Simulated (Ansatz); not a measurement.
Consider a convergence test of the plane-wave cutoff of CaMg2, space group P-6m2 (Ansatz's Python interface).

Script `run_ecut.py`:
```python
"""Convergence of CaMg2 with the plane-wave cutoff."""

import warnings

import ansatz as az
from tabulate import tabulate


def main() -> None:
    warnings.simplefilter("ignore", az.DeckWarning)

    structure = (
        az.Lattice.from_parameters(3.483287, 3.483287, 16.686065, alpha=90, beta=90, gamma=120)
        .space_group(187)
        .atom("Ca", (0.0, 0.0, 0.327393))
        .atom("Mg", (0.0, 0.0, 0.0))
        .atom("Mg", (2 / 3, 1 / 3, 0.155))
        .atom("Mg", (2 / 3, 1 / 3, 0.5))
    )

    calc = (
        structure.calculation()
        .functional("lda")
        .kpoints(8, 8, 2)
        .occupations(az.OccupationsMethod.COLD)
    )

    rows = []
    for value in [250, 300, 350, 400, 450, 500]:
        summary = calc.basis(value).run().report
        rows.append((value, summary["free_energy_ev"] / len(summary["lattice"]["sites"]), summary["n_iterations"], summary["n_pw"]))

    print(tabulate(rows, headers=["cutoff (eV)", "F/atom (eV)", "iterations", "plane waves"], floatfmt=".4f", tablefmt="plain"))

    # differences from the last row
    for row in rows[:-1]:
        shift = 1000 * (row[1] - rows[-1][1])
        print(f"{row[0]}: {shift:+.2f} meV/atom" + ("  (within 5 meV)" if abs(shift) < 5 else ""))


if __name__ == "__main__":
    main()
```

From which cutoff on is the energy per atom within 5 meV of the last row, and how does it get there?

From 350 eV on it stays within 5 meV an atom of the value at 500 eV; the first row (250 eV) is off by 215.3 meV and the last but one by 0.04 meV. The energy falls steadily, as expected when plane waves are added. The last run costs about 2.3 times the first.

What the script printed:

```console
$ python run_ecut.py
  cutoff (eV)    F/atom (eV)    iterations    plane waves
          250     -1858.3146             8           1597
          300     -1858.5075             8           2027
          350     -1858.5282             7           2607
          400     -1858.5298             7           3163
          450     -1858.5299             7           3717
          500     -1858.5299             7           4417
250: +215.31 meV/atom
300: +22.45 meV/atom
350: +1.73 meV/atom  (within 5 meV)
400: +0.14 meV/atom  (within 5 meV)
450: +0.04 meV/atom  (within 5 meV)
```

Caveats:
- The structure comes from a database of computed cells and needn't be a stable or known phase.
- Shifts are counted from the last row, which is itself no proven limit.
- The script silences the warnings on its input, which a real study should read.
- Hardware and time: 38 s on 1 thread of Arm Neoverse V1, on a shared host, peak memory 0.46 GiB.
